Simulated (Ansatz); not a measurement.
# RuCl+ (singlet): density functionals in def2-TZVPP

Aim: run RuCl+ (singlet) with a set of functionals in one basis and compare levels, spin and time.

Computed with Ansatz 0.2.0, Gaussian basis. Level: def2-TZVPP, all electrons in the functionals, frozen cores in the correlation of double hybrids and RPA.

The runs, in order: SPW92, PBE, r2SCAN, PBE0, B3LYP, wB97M-V, B2PLYP, RKS PBE0, RPA-PBE.

## (1) The system

The geometry is a PBE0/def2-TZVP stationary point (not a proven minimum). No spin-orbit coupling is included. Elements past krypton take def2 core potentials.

2 atoms, charge 1, spin multiplicity 1.

Atoms are counted from 1 here; the program's logs count them from 0.

Bond lengths: Ru1–Cl2 2.085 Å.

No dispersion term is added; wB97M-V holds VV10 nonlocal correlation. B3LYP takes the VWN-RPA correlation.

## (2) SPW92 (unrestricted)

in.yaml reads:

```yaml
crystal:
  periodic: [false, false, false]
  atoms:
    - {symbol: Ru, position_ang: [0.000000, 0.000000, 0.000000]}
    - {symbol: Cl, position_ang: [0.000000, 0.000000, 2.085200]}
basis:
  gaussian: {orbitals: def2-TZVPP}
total_charge: 1
magnetization: {spin_polarized: true, initial_magnetization: 0}
hamiltonian: {xc: {name: SPW92}}
```

Launch:

```
> ansatz run in.yaml --threads 1 --pin off --events-out ev --progress --plain --max-ram 2816MiB --backend cpu
```

The program printed, cut to the lines that bear on the results:

```text
Functional definition: SPW92
  name "SPW92"
  cite "Dirac, Proc. Camb. Phil. Soc. 26, 376 (1930) doi:10.1017/S0305004100016108"
  cite "Slater, Phys. Rev. 81, 385 (1951) doi:10.1103/PhysRev.81.385"
  cite "Perdew & Wang, Phys. Rev. B 45, 13244 (1992) doi:10.1103/PhysRevB.45.13244"
[...]
623 factors; their error is unknown
[...]
mean field -15049.90081108 eV, -553.0736536180 hartree, gradient 2.2e-6 eV, S^2 1.893208; 41 other end points of the search recorded, 0 dependent functions left out
reference -15049.90084421 eV, -553.0736548357 hartree; 16, 16 occupied and 82, 82 virtual orbitals, 623 factors
Total energy: -15049.90084421 eV, -553.0736548357 hartree
```

It took 29 s on 1 thread of AMD EPYC 7R13, shared host.

From the report: ⟨S²⟩ of the determinant 1.893 (pure singlet: 0.00). The determinant is far from a pure spin state, so its energy mixes those of several spin states (harmless only where they are near-degenerate, as at dissociation).

## (3) PBE (unrestricted)

Changes to in.yaml since step 2:

```diff
@@ -9,2 +9,3 @@
 magnetization: {spin_polarized: true, initial_magnetization: 0}
-hamiltonian: {xc: {name: SPW92}}
+hamiltonian: {xc: {name: PBE}}
+output: {orbitals: {seedname: orbitals}}
```

Launched as before.

The program printed, cut to the lines that bear on the results:

```text
Functional definition: PBE
  name "PBE"
  cite "Perdew, Burke & Ernzerhof, Phys. Rev. Lett. 77, 3865 (1996) doi:10.1103/PhysRevLett.77.3865"
  parent pbe
[...]
623 factors; their error is unknown
[...]
mean field -15091.10450530 eV, -554.5878614519 hartree, gradient 6.3e-6 eV, S^2 1.922252; 22 other end points of the search recorded, 0 dependent functions left out
reference -15091.10454272 eV, -554.5878628271 hartree; 16, 16 occupied and 82, 82 virtual orbitals, 623 factors
Total energy: -15091.10454272 eV, -554.5878628271 hartree
```

Run time: 52 s. Hardware: 1 thread of AMD EPYC 7R13, shared host; peak memory 0.26 GiB.

From the report: ⟨S²⟩ of the determinant 1.922 (pure singlet: 0.00). The determinant is far from a pure spin state, so its energy mixes those of several spin states (harmless only where they are near-degenerate, as at dissociation).

## (4) r2SCAN (unrestricted)

Changes to in.yaml since step 3:

```diff
@@ -9,3 +9,2 @@
 magnetization: {spin_polarized: true, initial_magnetization: 0}
-hamiltonian: {xc: {name: PBE}}
-output: {orbitals: {seedname: orbitals}}
+hamiltonian: {xc: {name: r2SCAN}}
```

Launched as before.

The program printed, cut to the lines that bear on the results:

```text
Functional definition: r2SCAN
  name "r2SCAN"
  cite "Furness, Kaplan, Ning, Perdew & Sun, J. Phys. Chem. Lett. 11, 8208 (2020) doi:10.1021/acs.jpclett.0c02405"
  cite "Furness, Kaplan, Ning, Perdew & Sun, J. Phys. Chem. Lett. 11, 9248 (2020) doi:10.1021/acs.jpclett.0c03077"
  parent r2scan
[...]
623 factors; their error is unknown
[...]
mean field -15095.79346864 eV, -554.7601776763 hartree, gradient 1.9e-6 eV, S^2 2.009782; 18 other end points of the search recorded, 0 dependent functions left out
reference -15095.79347995 eV, -554.7601780917 hartree; 16, 16 occupied and 82, 82 virtual orbitals, 623 factors
Total energy: -15095.79347995 eV, -554.7601780917 hartree
```

It took 86 s on 1 thread of AMD EPYC 7R13, shared host; peak memory 0.29 GiB.

From the report: ⟨S²⟩ of the determinant 2.010 (pure singlet: 0.00). The determinant is far from a pure spin state, so its energy mixes those of several spin states (harmless only where they are near-degenerate, as at dissociation).

## (5) PBE0 (unrestricted)

Changes to in.yaml since step 4:

```diff
@@ -9,2 +9,3 @@
 magnetization: {spin_polarized: true, initial_magnetization: 0}
-hamiltonian: {xc: {name: r2SCAN}}
+hamiltonian: {xc: {name: PBE0}}
+output: {orbitals: {seedname: orbitals}}
```

Launched as before.

The program printed, cut to the lines that bear on the results:

```text
Functional definition: PBE0
  name "PBE0"
  cite "Adamo & Barone, J. Chem. Phys. 110, 6158 (1999) doi:10.1063/1.478522"
  cite "Perdew, Burke & Ernzerhof, Phys. Rev. Lett. 77, 3865 (1996) doi:10.1103/PhysRevLett.77.3865"
  parent pbe
[...]
706 factors; their error is unknown
[...]
mean field -15091.08308193 eV, -554.5870741574 hartree, gradient 3.6e-6 eV, S^2 2.010581; 13 other end points of the search recorded, 0 dependent functions left out
reference -15091.08310878 eV, -554.5870751443 hartree; 16, 16 occupied and 82, 82 virtual orbitals, 706 factors
Total energy: -15091.08310878 eV, -554.5870751443 hartree
```

Wall time 34 s (1 thread of AMD EPYC 7R13, shared host); peak memory 0.32 GiB.

From the report: ⟨S²⟩ of the determinant 2.011 (pure singlet: 0.00). The determinant is far from a pure spin state, so its energy mixes those of several spin states (harmless only where they are near-degenerate, as at dissociation).

## (6) B3LYP (unrestricted)

Changes to in.yaml since step 5:

```diff
@@ -9,3 +9,2 @@
 magnetization: {spin_polarized: true, initial_magnetization: 0}
-hamiltonian: {xc: {name: PBE0}}
-output: {orbitals: {seedname: orbitals}}
+hamiltonian: {xc: {name: B3LYP}}
```

Same command.

The program printed, cut to the lines that bear on the results:

```text
Functional definition: B3LYP
  name "B3LYP"
  cite "Stephens, Devlin, Chabalowski & Frisch, J. Phys. Chem. 98, 11623 (1994) doi:10.1021/j100096a001"
  cite "Becke, Phys. Rev. A 38, 3098 (1988) doi:10.1103/PhysRevA.38.3098"
  cite "Lee, Yang & Parr, Phys. Rev. B 37, 785 (1988) doi:10.1103/PhysRevB.37.785"
  cite "Vosko, Wilk & Nusair, Can. J. Phys. 58, 1200 (1980) doi:10.1139/p80-159"
[...]
679 factors; their error is unknown
[...]
mean field -15096.78133785 eV, -554.7964812001 hartree, gradient 2.0e-6 eV, S^2 1.928332; 15 other end points of the search recorded, 0 dependent functions left out
reference -15096.78153842 eV, -554.7964885708 hartree; 16, 16 occupied and 82, 82 virtual orbitals, 679 factors
Total energy: -15096.78153842 eV, -554.7964885708 hartree
```

Run time: 40 s. Hardware: 1 thread of AMD EPYC 7R13, shared host; peak memory 0.31 GiB.

From the report: ⟨S²⟩ of the determinant 1.928 (pure singlet: 0.00). The determinant is far from a pure spin state, so its energy mixes those of several spin states (harmless only where they are near-degenerate, as at dissociation).

## (7) wB97M-V (unrestricted)

Changes to in.yaml since step 6:

```diff
@@ -9,2 +9,3 @@
 magnetization: {spin_polarized: true, initial_magnetization: 0}
-hamiltonian: {xc: {name: B3LYP}}
+hamiltonian: {xc: {name: wB97M-V}}
+output: {orbitals: {seedname: orbitals}}
```

The command is unchanged.

The program printed, cut to the lines that bear on the results:

```text
Functional definition: wB97M-V
  name "wB97M-V"
  cite "Mardirossian & Head-Gordon, J. Chem. Phys. 144, 214110 (2016) doi:10.1063/1.4952647"
  cite "Becke, J. Chem. Phys. 107, 8554 (1997) doi:10.1063/1.475007"
  cite "Vydrov & Van Voorhis, J. Chem. Phys. 133, 244103 (2010) doi:10.1063/1.3521275"
  # Of w^i u^j: cxij and so on, Table III.
[...]
  gx(w, u) = 1 - cx + cx01*u + cx10*w
  gss(w, u) = css00 + css04*u^4 + css10*w + css20*w^2 + css43*w^4*u^3
  gos(w, u) = cos00 + cos10*w + (cos20 + cos21*u)*w^2 + (cos60 + cos61*u)*w^6
[...]
      + integral(e_c_pw_mod_opposite_spin*gos(b97_w_opposite, b97_u_opposite)) + vv10(b, c)
667 factors; their error is unknown
100 factors; integrals over basis functions are off by at most 1.3e-4 eV
[...]
mean field -15092.29602957 eV, -554.6316491610 hartree, gradient 7.3e-6 eV, S^2 1.844134; 20 other end points of the search recorded, 0 dependent functions left out
reference -15092.29607380 eV, -554.6316507863 hartree; 16, 16 occupied and 82, 82 virtual orbitals, 667 factors
Total energy: -15092.29607380 eV, -554.6316507863 hartree
```

Wall time 5.5 min (1 thread of AMD EPYC 7R13, shared host); peak memory 0.45 GiB.

From the report: ⟨S²⟩ of the determinant 1.844 (pure singlet: 0.00). The determinant is far from a pure spin state, so its energy mixes those of several spin states (harmless only where they are near-degenerate, as at dissociation).

## (8) B2PLYP (unrestricted)

Changes to in.yaml since step 7:

```diff
@@ -9,3 +9,3 @@
 magnetization: {spin_polarized: true, initial_magnetization: 0}
-hamiltonian: {xc: {name: wB97M-V}}
-output: {orbitals: {seedname: orbitals}}
+hamiltonian: {xc: {name: B2PLYP}}
+correlation: {electrons: outside_noble_gas}
```

The command is unchanged.

The program printed, cut to the lines that bear on the results:

```text
Functional definition: B2PLYP
  name "B2PLYP"
  cite "Grimme, J. Chem. Phys. 124, 034108 (2006) doi:10.1063/1.2148954"
  cite "Becke, Phys. Rev. A 38, 3098 (1988) doi:10.1103/PhysRevA.38.3098"
  cite "Lee, Yang & Parr, Phys. Rev. B 37, 785 (1988) doi:10.1103/PhysRevB.37.785"
[...]
649 factors; integrals over basis functions are off by at most 8.1e-4 eV
[...]
mean field -15083.40126707 eV, -554.3047726684 hartree, gradient 8.4e-7 eV, S^2 2.019011; 17 other end points of the search recorded, 0 dependent functions left out
9 core orbitals not correlated: weight in the atoms' cores, before any rotation towards them, 0.999 or more for the frozen orbitals, at most 0.000 for the correlated occupied ones
reference -15083.40139372 eV, -554.3047773226 hartree; 7, 7 occupied and 82, 82 virtual orbitals, 649 factors
second order -13.09665268 eV of doubles, -0.00000000 eV of singles
Total energy: -15086.93748994 eV, -554.4347264620 hartree
```

Run time: 57 s. Hardware: 1 thread of AMD EPYC 7R13, shared host; peak memory 0.29 GiB.

From the report: ⟨S²⟩ of the determinant 2.019 (pure singlet: 0.00). The determinant is far from a pure spin state, so its energy mixes those of several spin states (harmless only where they are near-degenerate, as at dissociation).

## (9) PBE0 (restricted)

Changes to in.yaml since step 8:

```diff
@@ -8,4 +8,2 @@
 total_charge: 1
-magnetization: {spin_polarized: true, initial_magnetization: 0}
-hamiltonian: {xc: {name: B2PLYP}}
-correlation: {electrons: outside_noble_gas}
+hamiltonian: {xc: {name: PBE0}}
```

Launched as before.

The program printed:

```text
Functional definition: PBE0
  name "PBE0"
  cite "Adamo & Barone, J. Chem. Phys. 110, 6158 (1999) doi:10.1063/1.478522"
  cite "Perdew, Burke & Ernzerhof, Phys. Rev. Lett. 77, 3865 (1996) doi:10.1103/PhysRevLett.77.3865"
  parent pbe
  parameter a = 0.25
  parameter kappa = 0.804
  parameter beta = 0.06672455060314922
  exchange = (1 - a)*pbe_x(kappa = kappa, mu = beta*pi^2/3) + a*exact_x
  correlation = pbe_c(beta = beta)
706 factors; their error is unknown
mean field evaluation 1: about -15081.4188 eV, gradient 6.8e1 eV
mean field evaluation 2: about -15033.0206 eV, gradient 1.5e2 eV
mean field evaluation 4: about -15088.8507 eV, gradient 2.0e1 eV
mean field evaluation 8: about -15089.7508 eV, gradient 2.5e-1 eV
mean field evaluation 16: about -15089.7977 eV, gradient 7.5e-5 eV
mean field evaluation 32: about -15088.7382 eV, gradient 1.6e1 eV
mean field -15089.79766554 eV, -554.5398359765 hartree, gradient 1.3e-5 eV, S^2 0.000000; 3 other end points of the search recorded, 0 dependent functions left out
reference -15089.79769189 eV, -554.5398369447 hartree; 16, 16 occupied and 82, 82 virtual orbitals, 706 factors
Total energy: -15089.79769189 eV, -554.5398369447 hartree
```

It took 3.4 s on 1 thread of AMD EPYC 7R13, shared host.

## (10) RPA-PBE

Changes to in.yaml since step 9:

```diff
@@ -8,2 +8,4 @@
 total_charge: 1
-hamiltonian: {xc: {name: PBE0}}
+magnetization: {spin_polarized: true, initial_magnetization: 0}
+hamiltonian: {xc: {name: PBE}}
+correlation: {method: rpa, electrons: outside_noble_gas}
```

The command is unchanged.

The program printed, cut to the lines that bear on the results:

```text
Functional definition: PBE
  name "PBE"
  cite "Perdew, Burke & Ernzerhof, Phys. Rev. Lett. 77, 3865 (1996) doi:10.1103/PhysRevLett.77.3865"
  parent pbe
[...]
649 factors; integrals over basis functions are off by at most 8.1e-4 eV
[...]
mean field -15091.10450249 eV, -554.5878613485 hartree, gradient 2.3e-6 eV, S^2 1.922251; 24 other end points of the search recorded, 0 dependent functions left out
9 core orbitals not correlated: weight in the atoms' cores, before any rotation towards them, 0.999 or more for the frozen orbitals, at most 0.000 for the correlated occupied ones
reference -15055.41778964 eV, -553.2763988406 hartree; 7, 7 occupied and 82, 82 virtual orbitals, 649 factors
Total energy: -15073.55991131 eV, -553.9431095149 hartree
```

Wall time 55 s (1 thread of AMD EPYC 7R13, shared host).

From the report: ⟨S²⟩ of the determinant 1.922 (pure singlet: 0.00). The determinant is far from a pure spin state, so its energy mixes those of several spin states (harmless only where they are near-degenerate, as at dissociation).

## (11) Side by side

```
functional  energy (eV)   ⟨S²⟩     time
     SPW92  -15049.9008  1.893     29 s
       PBE  -15091.1045  1.922     52 s
    r2SCAN  -15095.7935  2.010     86 s
      PBE0  -15091.0831  2.011     34 s
     B3LYP  -15096.7815  1.928     40 s
   wB97M-V  -15092.2961  1.844  5.5 min
    B2PLYP  -15086.9375  2.019     57 s
  RKS PBE0  -15089.7977  0.000    3.4 s
   RPA-PBE  -15073.5599  1.922     55 s
```

Orbital levels of the runs that wrote orbitals: PBE HOMO -12.52, LUMO -11.88 eV; PBE0 HOMO -14.14, LUMO -10.65 eV; wB97M-V HOMO -16.34, LUMO -8.41 eV.

## (12) Results

| quantity | value |
| --- | --- |
| spread of total energies | 46.9 eV |
| quickest, slowest | RKS PBE0 3.4 s, wB97M-V 5.5 min |

Total energies of different functionals can't be ranked; only differences within one functional count.
